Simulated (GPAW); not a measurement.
Pb2O:

```
CELL_PARAMETERS angstrom
5.38000 0.00000 0.00000
0.00000 5.38000 0.00000
0.00000 0.00000 5.38000
ATOMIC_POSITIONS crystal
Pb 0.75000 0.25000 0.75000
Pb 0.25000 0.75000 0.75000
Pb 0.75000 0.75000 0.25000
Pb 0.25000 0.25000 0.25000
O 0.50000 0.50000 0.50000
O 0.00000 0.00000 0.00000
```

Program: GPAW 26.7.0. Alike in all runs: task single point; no spin polarisation; cell as given; smearing fermi-dirac 0.05 eV.

Q: Order these runs on this cell by their pressure, lowest first.
A. level PBEsol; potentials or basis PAW data sets generated in the run's folder for this functional, pw; k mesh 5 × 5 × 5; cutoff (eV) 800; maxiter 150
B. level PBE; potentials or basis GPAW PAW data sets (gpaw-data 1.2.1), pw; k mesh 4 × 4 × 4; cutoff (eV) 600; maxiter 120; convergence default
C. level LDA; potentials or basis the program's PAW data sets (release 1.2.1) made for this functional, pw; k mesh 4 × 4 × 4; cutoff (eV) 600; maxiter 120; convergence default

A: C (-3.5 GPa), A (-0.4 GPa), B (1.2 GPa).

Caveats: the cutoff is short for stress and forces, so pressures can be off by a GPa or more (some runs).
